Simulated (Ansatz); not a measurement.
the Ir-Rh system, a small convex hull

Computed with Ansatz 0.2.0, Python API.

`irrh3.py`:
```python
"""Convex hull of a few Ir-Rh phases, after relaxing atoms and volume at fixed cell shape."""

from collections import Counter
import warnings

import ansatz as az
import numpy as np

PHASES = {
    "IrRh3 Pm-3m": (
        [(3.81706, 0.0, 0.0), (0.0, 3.81706, 0.0), (0.0, 0.0, 3.81706)],
        [
            ("Ir", (0.0, 0.0, 0.0)),
            ("Rh", (0.0, 0.5, 0.5)),
            ("Rh", (0.5, 0.0, 0.5)),
            ("Rh", (0.5, 0.5, 0.0)),
        ],
    ),
    "Ir3Rh Pm-3m": (
        [(3.84034, 0.0, 0.0), (0.0, 3.84034, 0.0), (0.0, 0.0, 3.84034)],
        [
            ("Ir", (0.5, 0.0, 0.5)),
            ("Ir", (0.0, 0.5, 0.5)),
            ("Ir", (0.5, 0.5, 0.0)),
            ("Rh", (0.0, 0.0, 0.0)),
        ],
    ),
    "Ir": (
        [(0.0, 1.9156, 1.9156), (1.9156, 0.0, 1.9156), (1.9156, 1.9156, 0.0)],
        [
            ("Ir", (0.0, 0.0, 0.0)),
        ],
    ),
    "Rh": (
        [(0.0, 1.89785, 1.89785), (1.89785, 0.0, 1.89785), (1.89785, 1.89785, 0.0)],
        [
            ("Rh", (0.0, 0.0, 0.0)),
        ],
    ),
}


def build(vectors, sites):
    crystal = az.Crystal(lattice=az.Lattice.of(vectors))
    for symbol, position in sites:
        crystal = crystal.atom(symbol, position)
    return crystal


def ground_state(name, crystal):
    calc = (
        crystal.calculation()
        .functional("lda")
        .basis(550)  # a bare number is in eV
        .kpoints(spacing=0.15)  # the mesh must be finer for metals
        .occupations("fermi_dirac", width=0.1)  # smearing steadies the SCF of a metal
    )
    calc = calc.relax(force_tolerance=0.03, max_steps=60, fix_cell=["shape"])
    return calc.run(threads=1, backend="cpu")


def counts(outcome):
    return Counter(site.symbol for site in outcome.lattice.sites)

def formation_energy(outcome, mu):
    n = counts(outcome)
    return (outcome.report["energy_sigma0_ev"] - sum(k * mu[element] for element, k in n.items())) / sum(n.values())

warnings.simplefilter("ignore")

phases = {name: build(*cell) for name, cell in PHASES.items()}

done = {name: ground_state(name, crystal) for name, crystal in phases.items()}

# energy of one atom in its reference phase
references = {"Ir": "Ir", "Rh": "Rh"}
mu = {element: done[name].report["energy_sigma0_ev"] / len(done[name].lattice.sites) for element, name in references.items()}
points = sorted((counts(o)["Rh"] / len(o.lattice.sites), formation_energy(o, mu), name) for name, o in done.items())

# lower hull by a monotone chain
hull = []
for x, e, _ in points:
    while len(hull) > 1 and (hull[-1][0] - hull[-2][0]) * (e - hull[-2][1]) - (hull[-1][1] - hull[-2][1]) * (x - hull[-2][0]) <= 0:
        hull.pop()
    hull.append((x, e))
rows = [(name, x, e, e - np.interp(x, *zip(*hull))) for x, e, name in points]
print("     phase       x(Rh)  E_form (eV/atom)  above hull (eV/atom)")
for row in rows:
    print(f"{str(row[0]):>10}  {row[1]:10.3f}  {row[2]:16.4f}  {row[3]:20.4f}")
print("on the hull of these phases:", ", ".join(row[0] for row in rows if row[3] < 1e-6))
```

```console
$ python irrh3.py
     phase       x(Rh)  E_form (eV/atom)  above hull (eV/atom)
        Ir       0.000            0.0000                0.0000
Ir3Rh Pm-3m       0.250           -0.0141                0.0000
IrRh3 Pm-3m       0.750           -0.0121                0.0000
        Rh       1.000            0.0000                0.0000
on the hull of these phases: Ir, Ir3Rh Pm-3m, IrRh3 Pm-3m, Rh
```

Notes:
- Atoms and volume are relaxed with the cell's shape held, which in cells of lower than cubic symmetry can hide stresses and shift volumes.
- Spin-orbit coupling, which matters for elements this heavy, is left out.
- The cells come from databases of deposited and of computed structures, and not all need be stable phases.
- Differences under 10 to 15 meV an atom lie within the error of mesh and functional, so such verdicts may flip; only the cells listed enter the hull.
- Run time: 3.9 min on 1 thread of Arm Neoverse N1, on a shared host, peak memory 0.56 GiB.
